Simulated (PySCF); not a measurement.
**Ways to converge the SCF of Sr2**

The same problem is solved with other solver options, one edit a run.

Computed with PySCF 2.14.0. Level: method and basis as typed in the scripts.

4 further runs of the same task are left out: 1 for a known fault of the program, 3 that didn't finish.

## Step 1: Starting geometry

Sr2: 2 atoms, charge 0, spin multiplicity 1.

Bond lengths: Sr1–Sr2 3.420 Å.

## Step 2: The run that the others are compared with

Input file input.py:

```python
from pyscf import gto, scf, mp

mol = gto.M(
    atom='Sr 0 0 0; Sr 0 0 3.42',
    basis='3-21g',
    charge=0,
    spin=0,
    verbose=4,
)
mf = scf.RHF(mol)
mf.kernel()
mp.MP2(mf, frozen=18).kernel()
mf.dip_moment()
print('orbital energies (hartree):', mf.mo_energy[..., max(0, mol.nelec[1]-3):mol.nelec[0]+3].round(4))
```

Started as:

```sh
$ OMP_NUM_THREADS=1 python input.py
```

The log of this run is left out.

Base result: E(SCF) = -6234.126528 Eh, 7 cycles, E(MP2) − E(SCF) = -0.03288 Eh, μ = 0.00 D (of the SCF density).

No relativity is included for the heavy element. The bond length is a typed value, not an optimised one.

## Step 3: Initial guess random

Variant 1 changes initial guess: minao → random.

Input file input.py:

```python
from pyscf import gto, scf, mp

mol = gto.M(
    atom='Sr 0 0 0; Sr 0 0 3.42',
    basis='3-21g',
    charge=0,
    spin=0,
    verbose=4,
)
mf = scf.RHF(mol)
mf.init_guess = 'random'
mf.kernel()
mp.MP2(mf, frozen=18).kernel()
mf.dip_moment()
print('orbital energies (hartree):', mf.mo_energy[..., max(0, mol.nelec[1]-3):mol.nelec[0]+3].round(4))
```

Started as:

```sh
$ OMP_NUM_THREADS=1 python input.py
```

## Step 4: DIIS space 4

Variant 2 changes DIIS space: default → 4.

Edit input.py of step 2 so:

```diff
@@ -10,2 +10,3 @@
 mf = scf.RHF(mol)
+mf.diis_space = 4
 mf.kernel()
```

## Step 5: Initial guess atom

Variant 3 changes initial guess: minao → atom.

Edit input.py of step 2 so:

```diff
@@ -10,2 +10,3 @@
 mf = scf.RHF(mol)
+mf.init_guess = 'atom'
 mf.kernel()
```

## Step 6: DIIS space off

Variant 4 changes DIIS space: default → off.

Edit input.py of step 2 so:

```diff
@@ -10,2 +10,3 @@
 mf = scf.RHF(mol)
+mf.diis = False
 mf.kernel()
```

Before running it: what results should come out? Wanted: for each run, E(SCF); from base; gap; after the SCF.

**Answer**, as computed:

| run | E(SCF) (hartree) | from base (eV) | cycles | gap (eV) | after the SCF |
| --- | --- | --- | --- | --- | --- |
| base | -6234.126528 | 0 | 7 | 3.89 | MP2 correlation -0.895 eV, core frozen |
| initial guess random | -6234.126528 | 0.0000 | 7 | 3.89 | MP2 correlation -0.895 eV, core frozen |
| DIIS space 4 | -6234.126528 | 0.0000 | 7 | 3.89 | MP2 correlation -0.895 eV, core frozen |
| initial guess atom | -6234.126528 | 0.0000 | 7 | 3.89 | MP2 correlation -0.895 eV, core frozen |
| DIIS space off | -6234.126528 | 0.0000 | 11 | 3.89 | MP2 correlation -0.895 eV, core frozen |

Distance from each run's final energy (log10 hartree) by cycle:

| run | cycle 1 | cycle 2 | cycle 3 | cycle 5 | cycle 8 | cycle 12 |
| --- | --- | --- | --- | --- | --- | --- |
| base | -2.7 | -3.8 | -4.7 | -7.6 | done | done |
| initial guess random | -2.7 | -3.8 | -4.7 | -7.6 | done | done |
| DIIS space 4 | -2.7 | -3.8 | -4.7 | -7.6 | done | done |
| initial guess atom | -2.5 | -3.9 | -5.1 | -7.8 | done | done |
| DIIS space off | -2.7 | -3.8 | -4.6 | -5.9 | -7.8 | done |

In words: With initial guess random or DIIS space 4 or initial guess atom or DIIS space off the SCF ends at the base energy. PySCF falls back to minao for a guess that it doesn't know or can't read, so that run repeats the base. The base needs 7 cycles and the run with DIIS space off needs 11.
